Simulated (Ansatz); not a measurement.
The system is Cu2B.

```xyz
6
Lattice="0.0000 3.2835 3.2835 3.2835 0.0000 3.2835 3.2835 3.2835 0.0000" Properties=species:S:1:pos:R:3 pbc="T T T"
Cu    0.8209    0.8209    0.8209
Cu    0.8209    2.4626    2.4626
Cu    2.4626    2.4626    0.8209
Cu    2.4626    0.8209    2.4626
B     3.2835    3.2835    3.2835
B     4.9252    4.9252    4.9252
```

The cell was built by a generator and needn't be a form met in nature.

Base run:

| Property | Result |
| --- | --- |
| Program | Ansatz 0.2.0 |
| Functional | PBEsol |
| Potentials or basis | Ansatz PAW |
| Cutoff | 420 eV (not typed: the program's choice for these potentials) |
| k mesh | 5 × 5 × 5 |
| Occupations | fermi-dirac, width 0.05 eV |
| Spin | no spin polarisation |

Its results: band gap on the k mesh none (metal or under the smearing width); pressure -6.9 GPa.

Q: The run is repeated on the same cell with these changes: hubbard terms from none to Cu d U = 3 eV; hubbard projectors from none to ortho-atomic (the default). What comes out?

A: Band gap on the k mesh none (metal or under the smearing width); pressure -5.6 GPa.

Caveats: the PAW data sets come from PBE, with cores solved anew for the run's functional, which leaves a small shift of forces and pressure; U without spin polarisation on a metal has little footing (some runs); the U is typed as a test and isn't derived for this compound (some runs).
